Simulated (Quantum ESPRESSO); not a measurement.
## AlCl: zone-centre phonons under several settings

```
Al Cl
1.0
     4.03825    0.00000    0.00000
    -2.01913    3.49723    0.00000
     0.00000    0.00000    6.59142
Al Cl
2 2
Direct
  0.33333 0.66667 0.00000
  0.66667 0.33333 0.50000
  0.33333 0.66667 0.38500
  0.66667 0.33333 0.88500
```

The cell was built by a generator and needn't be a form met in nature.

All runs used Quantum ESPRESSO 7.5; potentials PseudoDojo 0.4.1 SR LDA standard; k mesh 6 × 6 × 2, shifted; no spin polarisation; cutoff 762 eV; occupations smeared at first, fixed for the response.

```csv
level,geometry,volume (Å³/atom),pressure (GPa),lowest optical mode without the field (cm⁻¹),highest optical mode without the field (cm⁻¹)
LDA,relaxed at 0 GPa,29.93,0.3,97i,145
LDA,relaxed at 2 GPa,27.70,2.2,104i,170
LDA,relaxed at 5 GPa,25.32,5.1,118i,199
LDA,relaxed at 10 GPa,?,10.1,?,?
```

Problem. What stands in the row left open?

Solution. Volume 22.60 Å³/atom; lowest optical mode without the field 139i cm⁻¹; highest optical mode without the field 237 cm⁻¹.

Values marked i are imaginary: the cell is unstable against those modes at that level, or the meshes are too thin.

Caveats: all runs use coarse meshes; some modes are imaginary; the cell relaxed to another space group than the one typed; the volume moved by over 15 % at a fixed basis, so the end points are rough (some runs); the cell is more than 3 GPa from zero pressure, which shifts response properties (some runs).

For the row left open. Caveat: the k mesh is coarse (spacing up to 0.48 Å⁻¹), so the values aren't converged; some modes are imaginary; the cell is more than 3 GPa from zero pressure, which shifts response properties; the cell relaxed to another space group than the one typed.
